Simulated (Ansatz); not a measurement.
# CH9AlSi3: the cost of one run

Computed with Ansatz 0.2.0. Level: RKS PBE-D4/def2-SVP.

### Step 1. The system as given

SMILES `C1[SiH2][AlH][SiH2][SiH2]1`, 14 atoms, charge 0, spin multiplicity 1.

Atoms are counted from 1 here; the program's logs count them from 0.

Bond lengths: C1–Si2 1.917 Å, C1–Si5 1.910 Å, C1–H6 1.112 Å, C1–H7 1.111 Å, Si2–Al3 2.471 Å, Si2–H8 1.515 Å, Si2–H9 1.511 Å, Al3–Si4 2.463 Å, Al3–H10 1.603 Å, Si4–Si5 2.366 Å, Si4–H11 1.507 Å, Si4–H12 1.515 Å, Si5–H13 1.511 Å, Si5–H14 1.508 Å. Angles: Si2–C1–Si5 112.4°, Si2–C1–H6 108.4°, Si2–C1–H7 110.6°, Si5–C1–H6 107.9°, Si5–C1–H7 110.3°, H6–C1–H7 107.0°, C1–Si2–Al3 103.9°, C1–Si2–H8 108.1°, C1–Si2–H9 111.0°, Al3–Si2–H8 108.5°, Al3–Si2–H9 118.4°, H8–Si2–H9 106.6°, Si2–Al3–Si4 99.6°, Si2–Al3–H10 130.0°, Si4–Al3–H10 130.4°, Al3–Si4–Si5 96.0°, Al3–Si4–H11 120.8°, Al3–Si4–H12 109.2° and more.

Geometry (Å):

```xyz
14
CH9AlSi3
C    -1.2716    0.6949    0.4912
Si    0.2694    0.9004    1.6125
Al    1.8246   -0.8427    0.8063
Si    0.6479   -1.5237   -1.2471
Si   -0.8082    0.3395   -1.3269
H    -1.8668   -0.1659    0.8675
H    -1.9235    1.5924    0.5550
H     0.8797    2.2574    1.3288
H    -0.1195    0.8976    3.0720
H     3.2295   -1.3272    1.4064
H     1.4077   -1.7747   -2.5243
H    -0.1998   -2.7448   -0.9540
H    -0.0439    1.5192   -1.8803
H    -2.0385    0.1484   -2.1783
```

### Step 2. Relaxation

Input file input.yaml:

```yaml
crystal:
  periodic: [false, false, false]
  atoms:
    - { symbol: C, position_ang: [-1.271576, 0.694948, 0.491232] }
    - { symbol: Si, position_ang: [0.269404, 0.900413, 1.612469] }
    - { symbol: Al, position_ang: [1.824605, -0.842718, 0.806287] }
    - { symbol: Si, position_ang: [0.6479, -1.523684, -1.24706] }
    - { symbol: Si, position_ang: [-0.808247, 0.339532, -1.326945] }
    - { symbol: H, position_ang: [-1.866776, -0.165858, 0.867507] }
    - { symbol: H, position_ang: [-1.923534, 1.592383, 0.555046] }
    - { symbol: H, position_ang: [0.879659, 2.257378, 1.328846] }
    - { symbol: H, position_ang: [-0.119525, 0.897607, 3.072043] }
    - { symbol: H, position_ang: [3.229497, -1.327179, 1.406354] }
    - { symbol: H, position_ang: [1.407673, -1.774699, -2.5243] }
    - { symbol: H, position_ang: [-0.199768, -2.744821, -0.954049] }
    - { symbol: H, position_ang: [-0.043949, 1.519199, -1.880305] }
    - { symbol: H, position_ang: [-2.038461, 0.148399, -2.178326] }
basis:
  gaussian: { orbitals: def2-SVP }
hamiltonian:
  xc: pbe
  dispersion: d4
output:
  forces: true
relax:
  f_tol: 0.003
  max_steps: 120
```

The run is started by

```bash
ansatz run input.yaml --threads 1 --pin off --max-ram 2560MiB --backend cpu --events-out ev --progress --plain --runs-dir out
```

**Question.** How long does this run take on 1 thread of AMD EPYC 9R45 (Zen 5), shared host, and how much memory does it need?

About 8.7 s, with a peak of 0.2 GiB.
